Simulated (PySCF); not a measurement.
**A gas-phase reaction: Cl2H2Si + F2 → Cl2FHSi + FH**

Aim: the reaction energy of `Cl[SiH2]Cl` + `FF` → `F[SiH](Cl)Cl` + `F`.

Computed with PySCF 2.14.0; each step states its level. No surroundings beyond the atoms listed, unless a continuum is named. Atoms count from 0, parts from 1.

### Step 1. The system as given

Each species was relaxed by itself at PBE0-D3(BJ)/def2-SVPD.

### Step 2. Reaction energy: wB97M-D3(BJ)/def2-TZVPD

Job settings and geometry (Å):

```
{"job": {"kind": "react", "xc": "wB97M-D3(BJ)", "basis": "def2-TZVPD"}, "charge": 0, "multiplicity": 1}
-1 Cl2H2Si charge 0 multiplicity 1
Cl     0.934710     1.662870    -0.331880
Si    -0.146040    -0.059130     0.031750
Cl     1.101180    -1.698810    -0.114320
H     -0.672540     0.002860     1.414510
H     -1.196060    -0.177020    -1.005860

-1 F2 charge 0 multiplicity 1
F      0.688970    -0.001610    -0.006600
F     -0.688970     0.001610     0.006600

+1 Cl2FHSi charge 0 multiplicity 1
F      0.026190     1.281870    -1.069610
Si    -0.001720     0.087780     0.022790
Cl     1.720300    -0.994770    -0.182040
Cl    -1.620870    -1.093460    -0.379010
H     -0.097670     0.668100     1.372380

+1 FH charge 0 multiplicity 1
F      0.459850    -0.004260    -0.014470
H     -0.459850     0.004260     0.014470
```

Method: wB97M-D3(BJ)/def2-TZVPD reaction energy of separated species, gas phase.

On the command line:

```
$ OMP_NUM_THREADS=1 python cluster_run.py task.json out
```

This one command runs all jobs of the session in turn.

Log:

```text
species 1 (Cl2H2Si)
coarse grid: 23992 points
cycle   1  E = -1211.3220115594  dE =  1.086e-01  |g| = 3.848e-01  |ddm| = 1.637e+00
cycle   2  E = -1211.3422713065  dE = -2.026e-02  |g| = 3.325e-01  |ddm| = 6.030e-01
cycle   3  E = -1211.3684639322  dE = -2.619e-02  |g| = 1.906e-02  |ddm| = 2.649e-01
cycle   4  E = -1211.3685776951  dE = -1.138e-04  |g| = 4.858e-03  |ddm| = 2.741e-02
cycle   5  E = -1211.3685926226  dE = -1.493e-05  |g| = 1.246e-03  |ddm| = 1.216e-02
cycle   6  E = -1211.3685933140  dE = -6.914e-07  |g| = 3.570e-04  |ddm| = 1.758e-03
final grid: 46168 points
cycle   7  E = -1211.3684805546  dE = -1.023e-07  |g| = 1.920e-04  |ddm| = 1.466e-03
cycle   8  E = -1211.3684805673  dE = -1.264e-08  |g| = 1.128e-04  |ddm| = 2.970e-04
cycle   9  E = -1211.3684805709  dE = -3.679e-09  |g| = 2.630e-05  |ddm| = 9.159e-05
cycle  10  E = -1211.3684805716  dE = -6.316e-10  |g| = 1.128e-05  |ddm| = 6.849e-05
converged SCF energy = -1211.3684805716

species 2 (F2)
coarse grid: 10600 points
cycle   1  E = -199.6113005068  dE =  1.195e-02  |g| = 3.458e-01  |ddm| = 1.052e+00
cycle   2  E = -199.6264068554  dE = -1.511e-02  |g| = 1.647e-01  |ddm| = 1.842e-01
cycle   3  E = -199.6293649798  dE = -2.958e-03  |g| = 2.217e-02  |ddm| = 5.435e-02
cycle   4  E = -199.6294265603  dE = -6.158e-05  |g| = 8.600e-03  |ddm| = 1.161e-02
cycle   5  E = -199.6294374103  dE = -1.085e-05  |g| = 7.501e-04  |ddm| = 4.105e-03
cycle   6  E = -199.6294375486  dE = -1.383e-07  |g| = 3.049e-05  |ddm| = 6.348e-04
final grid: 23208 points
cycle   7  E = -199.6294281041  dE = -2.172e-09  |g| = 2.056e-05  |ddm| = 1.255e-04
cycle   8  E = -199.6294281041  dE = -6.739e-11  |g| = 1.072e-05  |ddm| = 1.683e-05
converged SCF energy = -199.6294281041

species 3 (Cl2FHSi)
coarse grid: 26816 points
cycle   1  E = -1310.6609925524  dE =  3.201e-01  |g| = 6.413e-01  |ddm| = 1.771e+00
cycle   2  E = -1310.6635736619  dE = -2.581e-03  |g| = 7.405e-01  |ddm| = 8.251e-01
cycle   3  E = -1310.7490587135  dE = -8.549e-02  |g| = 5.712e-02  |ddm| = 3.896e-01
cycle   4  E = -1310.7497032952  dE = -6.446e-04  |g| = 2.600e-02  |ddm| = 6.364e-02
cycle   5  E = -1310.7498372622  dE = -1.340e-04  |g| = 3.306e-03  |ddm| = 1.997e-02
cycle   6  E = -1310.7498430610  dE = -5.799e-06  |g| = 7.889e-04  |ddm| = 7.827e-03
final grid: 52400 points
cycle   7  E = -1310.7496736799  dE = -4.572e-07  |g| = 6.764e-04  |ddm| = 2.772e-03
cycle   8  E = -1310.7496737060  dE = -2.610e-08  |g| = 7.434e-04  |ddm| = 8.419e-04
cycle   9  E = -1310.7496737837  dE = -7.776e-08  |g| = 6.494e-05  |ddm| = 3.040e-04
cycle  10  E = -1310.7496737865  dE = -2.789e-09  |g| = 3.161e-05  |ddm| = 1.240e-04
cycle  11  E = -1310.7496737871  dE = -5.316e-10  |g| = 7.947e-06  |ddm| = 5.971e-05
converged SCF energy = -1310.7496737871

species 4 (FH)
coarse grid: 7776 points
cycle   1  E = -100.4688147264  dE = -9.408e-02  |g| = 4.644e-01  |ddm| = 6.197e-01
cycle   2  E = -100.4724956263  dE = -3.681e-03  |g| = 5.038e-01  |ddm| = 3.808e-01
cycle   3  E = -100.5053094195  dE = -3.281e-02  |g| = 2.574e-02  |ddm| = 1.678e-01
cycle   4  E = -100.5053853980  dE = -7.598e-05  |g| = 5.007e-03  |ddm| = 1.077e-02
cycle   5  E = -100.5053900393  dE = -4.641e-06  |g| = 4.334e-04  |ddm| = 3.766e-03
final grid: 16976 points
cycle   6  E = -100.5053937921  dE = -6.400e-08  |g| = 1.071e-04  |ddm| = 8.223e-04
cycle   7  E = -100.5053937956  dE = -3.442e-09  |g| = 8.269e-05  |ddm| = 2.185e-04
cycle   8  E = -100.5053937965  dE = -8.935e-10  |g| = 2.032e-05  |ddm| = 3.755e-05
converged SCF energy = -100.5053937965

Reaction energy = -161.417 kcal/mol
```

It took 26 s on 1 thread of Arm Neoverse N1, shared host; peak memory 0.61 GiB.

Species by species (with the dispersion term, which the log's SCF energies lack):

| ν | species | energy (Eh) | HOMO (eV) |
| --- | --- | --- | --- |
| -1 | Cl[SiH2]Cl | -1211.37370 | -11.47 |
| -1 | FF | -199.62975 | -14.36 |
| +1 | F[SiH](Cl)Cl | -1310.75506 | -12.03 |
| +1 | F | -100.50563 | -14.54 |

### Step 3. Reaction energy: PBE0-D3(BJ)/def2-TZVPD

The job, as its differences from that of step 2:

```diff
@@ -1,2 +1,2 @@
-{"job": {"kind": "react", "xc": "wB97M-D3(BJ)", "basis": "def2-TZVPD"}, "charge": 0, "multiplicity": 1}
+{"job": {"kind": "react", "xc": "PBE0", "basis": "def2-TZVPD", "disp": "d3bj"}, "charge": 0, "multiplicity": 1}
 -1 Cl2H2Si charge 0 multiplicity 1
```

Method: PBE0-D3(BJ)/def2-TZVPD reaction energy of separated species, gas phase.

Log:

```text
species 1 (Cl2H2Si)
coarse grid: 6112 points
cycle   1  E = -1210.7776836949  dE =  1.086e-01  |g| = 3.104e-01  |ddm| = 1.661e+00
cycle   2  E = -1210.7658901009  dE =  1.179e-02  |g| = 3.815e-01  |ddm| = 5.912e-01
cycle   3  E = -1210.8028500820  dE = -3.696e-02  |g| = 3.545e-02  |ddm| = 3.191e-01
cycle   4  E = -1210.8030759842  dE = -2.259e-04  |g| = 1.175e-02  |ddm| = 2.604e-02
cycle   5  E = -1210.8031085750  dE = -3.259e-05  |g| = 2.138e-03  |ddm| = 9.983e-03
cycle   6  E = -1210.8031095353  dE = -9.603e-07  |g| = 5.726e-04  |ddm| = 2.067e-03
final grid: 46168 points
cycle   7  E = -1210.8046463932  dE = -1.356e-05  |g| = 3.403e-03  |ddm| = 1.889e-02
cycle   8  E = -1210.8046463423  dE =  5.088e-08  |g| = 2.775e-03  |ddm| = 4.311e-03
cycle   9  E = -1210.8046476707  dE = -1.328e-06  |g| = 4.755e-04  |ddm| = 2.466e-03
cycle  10  E = -1210.8046477365  dE = -6.581e-08  |g| = 8.492e-05  |ddm| = 3.987e-04
cycle  11  E = -1210.8046477383  dE = -1.779e-09  |g| = 1.528e-05  |ddm| = 7.482e-05
cycle  12  E = -1210.8046477384  dE = -6.185e-11  |g| = 4.152e-06  |ddm| = 1.379e-05
converged SCF energy = -1210.8046477384

species 2 (F2)
coarse grid: 2176 points
cycle   1  E = -199.3949433020  dE =  9.181e-02  |g| = 2.764e-01  |ddm| = 1.051e+00
cycle   2  E = -199.4014731078  dE = -6.530e-03  |g| = 1.374e-01  |ddm| = 1.363e-01
cycle   3  E = -199.4037884833  dE = -2.315e-03  |g| = 2.290e-02  |ddm| = 5.059e-02
cycle   4  E = -199.4038514991  dE = -6.302e-05  |g| = 8.080e-03  |ddm| = 1.132e-02
cycle   5  E = -199.4038597048  dE = -8.206e-06  |g| = 1.816e-04  |ddm| = 3.279e-03
final grid: 23208 points
cycle   6  E = -199.4096322350  dE = -7.814e-06  |g| = 1.271e-03  |ddm| = 8.094e-03
cycle   7  E = -199.4096322890  dE = -5.407e-08  |g| = 1.036e-03  |ddm| = 8.884e-04
cycle   8  E = -199.4096324261  dE = -1.370e-07  |g| = 7.535e-05  |ddm| = 4.283e-04
cycle   9  E = -199.4096324268  dE = -7.294e-10  |g| = 1.992e-05  |ddm| = 3.205e-05
converged SCF energy = -199.4096324268

species 3 (Cl2FHSi)
coarse grid: 6584 points
cycle   1  E = -1310.0053067000  dE =  3.214e-01  |g| = 5.970e-01  |ddm| = 1.842e+00
cycle   2  E = -1309.9161327054  dE =  8.917e-02  |g| = 9.718e-01  |ddm| = 8.885e-01
cycle   3  E = -1310.0689761623  dE = -1.528e-01  |g| = 6.755e-02  |ddm| = 5.249e-01
cycle   4  E = -1310.0696954348  dE = -7.193e-04  |g| = 3.247e-02  |ddm| = 7.472e-02
cycle   5  E = -1310.0698870160  dE = -1.916e-04  |g| = 6.048e-03  |ddm| = 2.392e-02
cycle   6  E = -1310.0698957351  dE = -8.719e-06  |g| = 1.986e-03  |ddm| = 5.457e-03
final grid: 52400 points
cycle   7  E = -1310.0739079793  dE = -2.396e-05  |g| = 4.376e-03  |ddm| = 1.831e-02
cycle   8  E = -1310.0739058834  dE =  2.096e-06  |g| = 4.977e-03  |ddm| = 6.251e-03
cycle   9  E = -1310.0739110810  dE = -5.198e-06  |g| = 5.898e-04  |ddm| = 3.780e-03
cycle  10  E = -1310.0739111459  dE = -6.489e-08  |g| = 1.638e-04  |ddm| = 3.907e-04
cycle  11  E = -1310.0739111500  dE = -4.108e-09  |g| = 5.000e-05  |ddm| = 1.177e-04
cycle  12  E = -1310.0739111505  dE = -4.807e-10  |g| = 8.359e-06  |ddm| = 2.946e-05
converged SCF energy = -1310.0739111505

species 4 (FH)
coarse grid: 1712 points
cycle   1  E = -100.3541399121  dE = -3.605e-02  |g| = 4.958e-01  |ddm| = 6.253e-01
cycle   2  E = -100.3146203431  dE =  3.952e-02  |g| = 7.430e-01  |ddm| = 5.125e-01
cycle   3  E = -100.3938644014  dE = -7.924e-02  |g| = 2.284e-02  |ddm| = 2.892e-01
cycle   4  E = -100.3939399595  dE = -7.556e-05  |g| = 4.205e-03  |ddm| = 9.787e-03
cycle   5  E = -100.3939419435  dE = -1.984e-06  |g| = 3.557e-04  |ddm| = 1.247e-03
final grid: 16976 points
cycle   6  E = -100.3948398412  dE = -1.860e-05  |g| = 4.003e-03  |ddm| = 7.544e-03
cycle   7  E = -100.3948379091  dE =  1.932e-06  |g| = 5.508e-03  |ddm| = 3.358e-03
cycle   8  E = -100.3948420121  dE = -4.103e-06  |g| = 9.882e-05  |ddm| = 2.016e-03
cycle   9  E = -100.3948420133  dE = -1.267e-09  |g| = 1.773e-05  |ddm| = 3.908e-05
cycle  10  E = -100.3948420134  dE = -4.711e-11  |g| = 3.063e-06  |ddm| = 1.023e-05
converged SCF energy = -100.3948420134

Reaction energy = -159.774 kcal/mol
```

Wall time 13 s (1 thread of Arm Neoverse N1, shared host); peak memory 0.61 GiB.

Reaction energy at this level: -159.8 kcal/mol.

### Step 4. Reaction energy: MP2/def2-TZVPD

The job, as its differences from that of step 3:

```diff
@@ -1,2 +1,2 @@
-{"job": {"kind": "react", "xc": "PBE0", "basis": "def2-TZVPD", "disp": "d3bj"}, "charge": 0, "multiplicity": 1}
+{"job": {"kind": "react", "xc": "MP2", "basis": "def2-TZVPD"}, "charge": 0, "multiplicity": 1}
 -1 Cl2H2Si charge 0 multiplicity 1
```

With the program's defaults for keys left out, this is: MP2/def2-TZVPD reaction energy of separated species, gas phase.

Log:

```text
species 1 (Cl2H2Si)
final grid: 46168 points
cycle   1  E = -1209.1841373927  dE =  9.676e-02  |g| = 3.874e-01  |ddm| = 1.609e+00
cycle   2  E = -1209.2273608906  dE = -4.322e-02  |g| = 2.002e-01  |ddm| = 4.762e-01
cycle   3  E = -1209.2375727767  dE = -1.021e-02  |g| = 3.096e-02  |ddm| = 1.763e-01
cycle   4  E = -1209.2380716049  dE = -4.988e-04  |g| = 7.461e-03  |ddm| = 4.877e-02
cycle   5  E = -1209.2381054109  dE = -3.381e-05  |g| = 1.802e-03  |ddm| = 1.298e-02
cycle   6  E = -1209.2381080160  dE = -2.605e-06  |g| = 6.378e-04  |ddm| = 2.694e-03
cycle   7  E = -1209.2381083384  dE = -3.225e-07  |g| = 1.596e-04  |ddm| = 9.812e-04
cycle   8  E = -1209.2381083575  dE = -1.907e-08  |g| = 3.030e-05  |ddm| = 3.150e-04
cycle   9  E = -1209.2381083582  dE = -6.512e-10  |g| = 6.378e-06  |ddm| = 6.753e-05
converged SCF energy = -1209.2381083582

species 2 (F2)
final grid: 23208 points
cycle   1  E = -198.7437218799  dE = -9.862e-02  |g| = 3.997e-01  |ddm| = 1.051e+00
cycle   2  E = -198.7662951772  dE = -2.257e-02  |g| = 1.393e-01  |ddm| = 1.852e-01
cycle   3  E = -198.7684697258  dE = -2.175e-03  |g| = 2.171e-02  |ddm| = 5.087e-02
cycle   4  E = -198.7685849533  dE = -1.152e-04  |g| = 5.686e-03  |ddm| = 1.383e-02
cycle   5  E = -198.7685924944  dE = -7.541e-06  |g| = 9.806e-04  |ddm| = 3.640e-03
cycle   6  E = -198.7685927734  dE = -2.790e-07  |g| = 1.391e-04  |ddm| = 7.865e-04
cycle   7  E = -198.7685927778  dE = -4.445e-09  |g| = 1.112e-05  |ddm| = 1.118e-04
cycle   8  E = -198.7685927779  dE = -3.459e-11  |g| = 1.257e-06  |ddm| = 1.187e-05
converged SCF energy = -198.7685927779

species 3 (Cl2FHSi)
final grid: 52400 points
cycle   1  E = -1308.1295892780  dE =  2.878e-01  |g| = 5.901e-01  |ddm| = 1.749e+00
cycle   2  E = -1308.1897967950  dE = -6.021e-02  |g| = 3.740e-01  |ddm| = 5.993e-01
cycle   3  E = -1308.2137953815  dE = -2.400e-02  |g| = 4.038e-02  |ddm| = 2.305e-01
cycle   4  E = -1308.2144138529  dE = -6.185e-04  |g| = 1.548e-02  |ddm| = 6.344e-02
cycle   5  E = -1308.2144926820  dE = -7.883e-05  |g| = 4.269e-03  |ddm| = 1.699e-02
cycle   6  E = -1308.2145016190  dE = -8.937e-06  |g| = 1.154e-03  |ddm| = 6.088e-03
cycle   7  E = -1308.2145027719  dE = -1.153e-06  |g| = 3.124e-04  |ddm| = 1.970e-03
cycle   8  E = -1308.2145028483  dE = -7.639e-08  |g| = 5.955e-05  |ddm| = 5.742e-04
cycle   9  E = -1308.2145028503  dE = -2.045e-09  |g| = 1.452e-05  |ddm| = 1.065e-04
cycle  10  E = -1308.2145028504  dE = -1.137e-10  |g| = 3.550e-06  |ddm| = 2.264e-05
converged SCF energy = -1308.2145028504

species 4 (FH)
final grid: 16976 points
cycle   1  E = -100.0371194239  dE = -1.649e-01  |g| = 4.007e-01  |ddm| = 6.032e-01
cycle   2  E = -100.0578872653  dE = -2.077e-02  |g| = 2.336e-01  |ddm| = 2.533e-01
cycle   3  E = -100.0646337987  dE = -6.747e-03  |g| = 2.356e-02  |ddm| = 8.092e-02
cycle   4  E = -100.0647512314  dE = -1.174e-04  |g| = 6.199e-03  |ddm| = 1.253e-02
cycle   5  E = -100.0647669443  dE = -1.571e-05  |g| = 1.459e-03  |ddm| = 5.122e-03
cycle   6  E = -100.0647682174  dE = -1.273e-06  |g| = 2.290e-04  |ddm| = 1.848e-03
cycle   7  E = -100.0647682518  dE = -3.439e-08  |g| = 1.958e-05  |ddm| = 4.211e-04
cycle   8  E = -100.0647682520  dE = -1.848e-10  |g| = 2.360e-06  |ddm| = 2.495e-05
converged SCF energy = -100.0647682520

Reaction energy = -170.880 kcal/mol
```

Run time: 7 s. Hardware: 1 thread of Arm Neoverse N1, shared host; peak memory 0.44 GiB.

Reaction energy at this level: -170.9 kcal/mol.

### Step 5. Side by side

Energies in kcal/mol, with wall time:

| run | reaction | time |
| --- | --- | --- |
| wB97M-D3(BJ)/def2-TZVPD | -161.4 | 26 s |
| PBE0-D3(BJ)/def2-TZVPD | -159.8 | 13 s |
| MP2/def2-TZVPD | -170.9 | 7 s |

### Step 6. Results

| quantity | value |
| --- | --- |
| reaction energy (wB97M-D3(BJ)/def2-TZVPD) | -161.4 kcal/mol |
| ΔH, ΔG at 298 K (xTB thermal terms) | -159.7, -159.6 kcal/mol |
| range of the reaction energy over the runs of this table | -170.9 to -159.8 kcal/mol |

What this shows: The reaction is exothermic by 159.7 kcal/mol in the gas phase; dispersion gives -0.05, and xTB itself gave -114.4 for the electronic energy (xTB energies and thermal terms come from the earlier relaxation of each species, not shown). No barrier was sought. xTB and this level differ widely in the electronic energy, so what comes from xTB (the thermal terms above all) is less safe here. The reaction energy runs from -170.9 (MP2/def2-TZVPD) to -159.8 kcal/mol (PBE0-D3(BJ)/def2-TZVPD).
